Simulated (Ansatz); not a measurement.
# BCCD(T)/STO-3G run of BClF2 (chlorodifluoroborane)

What is the vertical singlet–triplet gap of BClF2 (chlorodifluoroborane) at BCCD(T)/STO-3G? 

The calculation is run with Ansatz 0.2.0.

66 further runs of the same task are left out: 7 that didn't finish, 59 set aside as unsound or not needed.

## (1) The molecule

BClF2 has 4 atoms, charge 0, and is taken as a singlet. As SMILES, `FB(F)Cl`. Geometry: relaxed at PBE0-D4/def2-TZVP.

Bond lengths: F1–B2 1.310 Å, B2–F3 1.310 Å, B2–Cl4 1.740 Å. Angles: F1–B2–F3 119.0°, F1–B2–Cl4 120.5°, F3–B2–Cl4 120.5°.

## (2) The energy at BCCD(T)/STO-3G

Contents of job.yaml:

```yaml
crystal:
  periodic: [false, false, false]
  atoms:
    - symbol: F
      position_ang: [-0.173700, -1.254300, -0.546300]
    - symbol: B
      position_ang: [-0.067100, -0.041300, -0.062000]
    - symbol: F
      position_ang: [-1.011600, 0.830100, -0.317700]
    - symbol: Cl
      position_ang: [1.307900, 0.405300, 0.905700]
basis:
  gaussian:
    orbitals: STO-3G
correlation:
  method: bccd_t
  frozen_orbitals: {B: 1, Cl: 5, F: 1}
scf:
  omitted_lower_state_checks: [cluster_reference, increment]
accuracy: high
```

Command:

```bash
$ ansatz run job.yaml --threads 1 --pin off --max-ram 2610MiB --events-out events.jsonl --progress --plain --runs-dir runs
```

What it wrote (excerpt; [...] marks lines left out):

```text
Warning: RAYON_NUM_THREADS=1 ignored (pool sized by the plan → 1); use --threads N
Functional definition: HF
  name "HF"
[...]
443 factors; integrals over basis functions are off by at most 3.2e-8 eV
[...]
mean field -18372.91535684 eV, -675.1921857546 hartree, gradient 1.9e-8 eV, S^2 0.000000; 0 other end points of the search recorded, 0 dependent functions left out
8 core orbitals not correlated: weight in the atoms' cores, before any rotation towards them, 1.000 or more for the frozen orbitals, at most 0.000 for the correlated occupied ones
reference -18372.91535684 eV, -675.1921857546 hartree; 12, 12 occupied and 4, 4 virtual orbitals, 443 factors
second order -2.38083208 eV of doubles, -0.00000000 eV of singles
cycle   1  -2.45726173 eV  change   -7.6e-2 eV  update   8.3e-2
[...]
cycle  18  -2.64372272 eV  change   8.5e-10 eV  update  5.2e-10
perturbative correction -0.25753119 eV, -0.0094640968 hartree
Total energy: -18375.81661076 eV, -675.2988048695 hartree
Checks for a lower state left out: cluster_reference, increment
```

Run time: 0.28 s. Hardware: 1 thread of Arm Neoverse V1, shared host.

## (3) The triplet, same level

Contents of run.yaml:

```yaml
crystal:
  periodic: [false, false, false]
  atoms:
    - {symbol: F, position_ang: [-0.173700, -1.254300, -0.546300]}
    - {symbol: B, position_ang: [-0.067100, -0.041300, -0.062000]}
    - {symbol: F, position_ang: [-1.011600, 0.830100, -0.317700]}
    - {symbol: Cl, position_ang: [1.307900, 0.405300, 0.905700]}
basis:
  gaussian:
    orbitals: STO-3G
magnetization:
  spin_polarized: true
  initial_magnetization: 2
correlation:
  method: bccd_t
  frozen_orbitals: {B: 1, Cl: 5, F: 1}
accuracy: high
scf:
  omitted_lower_state_checks: [cluster_reference, increment]
```

Command:

```bash
$ ansatz run run.yaml --threads 1 --pin off --max-ram 2610MiB --events-out events.jsonl --progress --plain --runs-dir runs
```

What it wrote:

```text
Warning: RAYON_NUM_THREADS=1 ignored (pool sized by the plan → 1); use --threads N
[... 15 lines left out ...]
8 core orbitals not correlated: weight in the atoms' cores, before any rotation towards them, 1.000 or more for the frozen orbitals, at most 0.000 for the correlated occupied ones
[... 146 lines left out ...]
Total energy: -18366.50794323 eV, -674.9567176476 hartree
Checks for a lower state left out: cluster_reference, increment
```

Wall time 2.8 s (1 thread of Arm Neoverse V1, shared host).

## (4) What came out

Level: BCCD(T)/STO-3G, 8 core orbitals frozen.

```
                                            quantity          value
                               singlet: total energy  -675.29880 Eh
singlet: correlation energy (8 core orbitals frozen)     -106.6 mEh
                             singlet: (T) correction      -9.46 mEh
                               triplet: total energy  -674.95672 Eh
triplet: correlation energy (8 core orbitals frozen)      -81.0 mEh
                             triplet: (T) correction      -5.37 mEh
          triplet: ⟨S²⟩ of the reference determinant          2.005
    vertical energy of the triplet above the singlet       9.309 eV
```

In words: At this shape the triplet lies 9.31 eV (215 kcal/mol) above the singlet. In a minimal basis such a difference can be off by several eV, whatever the method. The triples (singlet) make up 8.9 % of the correlation energy. The triples (triplet) make up 6.6 % of the correlation energy.
